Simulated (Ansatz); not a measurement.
What does this script print? It uses the Python package of Ansatz (0.2.0).

`pdau3_drho.py`
```python
"""Density of PdAu3 less that of its sublattices."""

import ansatz
import numpy as np

FUNCTIONAL = "pbesol"
VDW = "D4"
FILLING = "Methfessel-Paxton"
SMEARING_WIDTH = 0.15
CUTOFF = 460
KMESH = (6, 6, 6)

VECTORS = np.array([
    [4.07108, 0.0, 0.0],
    [0.0, 4.07108, 0.0],
    [0.0, 0.0, 4.07108],
])
SITES = [
    ("Pd", [0.0, 0.0, 0.0]),
    ("Au", [0.0, 0.5, 0.5]),
    ("Au", [0.5, 0.0, 0.5]),
    ("Au", [0.5, 0.5, 0.0]),
]


def build(cell):
    crystal = ansatz.Crystal(lattice=ansatz.Lattice.of(cell))
    for symbol, position in SITES:
        crystal = crystal.atom(symbol, position)
    return crystal

# same cell, cutoff and mesh for the crystal and its parts
def solve(crystal):
    return (
        crystal.calculation()
        .functional(FUNCTIONAL, dispersion=VDW)
        .occupations(FILLING, width=SMEARING_WIDTH)
        .basis(CUTOFF, grid_basis="typed")
        .kpoints(*KMESH)
        .density()
        .run(threads=1)
    )


whole = solve(build(VECTORS))
difference = whole.density().channels[0].density_e_per_ang3.copy()
binding = whole.report["free_energy_ev"]
for element in ["Pd", "Au"]:
    part = ansatz.Crystal(lattice=ansatz.Lattice.of(VECTORS))
    for symbol, position in SITES:
        if symbol == element:
            part = part.atom(symbol, position)
    alone = solve(part)
    difference -= alone.density().channels[0].density_e_per_ang3
    binding -= alone.report["free_energy_ev"]
    print(f"{element} sublattice: {alone.report['n_electrons']:g} electrons, {alone.report['n_iterations']} iterations")

voxel = abs(np.linalg.det(VECTORS)) / difference.size
print(f"energy of the crystal less its unpolarised sublattices: {binding / len(SITES):.4f} eV/atom")
print(f"net charge of the difference {difference.sum() * voxel:.5f} e, charge rearranged {0.5 * np.abs(difference).sum() * voxel:.3f} e")
print(f"extremes {difference.min():.4f} and {difference.max():.4f} e/A^3")
for (symbol, position) in SITES:
    index = tuple(int(round(p * n)) % n for p, n in zip(position, difference.shape))
    print(f"  change of the pseudo-density at the grid point nearest {symbol}: {difference[index]:+.4f} e/A^3")
profile = difference.mean(axis=(0, 1))
print("planar mean along the third vector:", np.round(profile[:: max(len(profile) // 12, 1)], 4))
```

Running `python pdau3_drho.py` prints:
```text
Pd sublattice: 18 electrons, 6 iterations
Au sublattice: 57 electrons, 6 iterations
energy of the crystal less its unpolarised sublattices: -1.3177 eV/atom
net charge of the difference 0.00000 e, charge rearranged 0.526 e
extremes -0.2515 and 0.1525 e/A^3
  change of the pseudo-density at the grid point nearest Pd: +0.0449 e/A^3
  change of the pseudo-density at the grid point nearest Au: -0.0250 e/A^3
  change of the pseudo-density at the grid point nearest Au: -0.0250 e/A^3
  change of the pseudo-density at the grid point nearest Au: -0.0250 e/A^3
planar mean along the third vector: [ 0.0003 -0.0091 -0.0013  0.0078  0.0077  0.001  -0.0041 -0.0022 -0.0022
 -0.0041  0.001   0.0077  0.0078 -0.0013 -0.0091]
```

Reading the output:
- Dispersion corrections can be off by several per cent in the lattices of metals, and by several GPa in the pressure at a fixed cell.
- For a metal this k-point mesh is coarse: on a finer one energies can move by several to tens of meV an atom and pressures by half a GPa or more, differences at one mesh by less.
- Spin-orbit coupling, which matters for elements this heavy, is left out.
- Grid values close to the nuclei reflect the PAW or pseudopotential construction, not the all-electron fields.
- The structure comes from a database of computed cells and needn't be a stable or known phase.
- Charge moved counts every rearrangement, bonding and polarisation too, and is no transfer between atoms; the bare sublattices are artificial references. Values near the nuclei depend on the potentials.
- Hardware and time: 5.4 s on 1 thread of Arm Neoverse V2, on a shared host, peak memory 0.41 GiB.
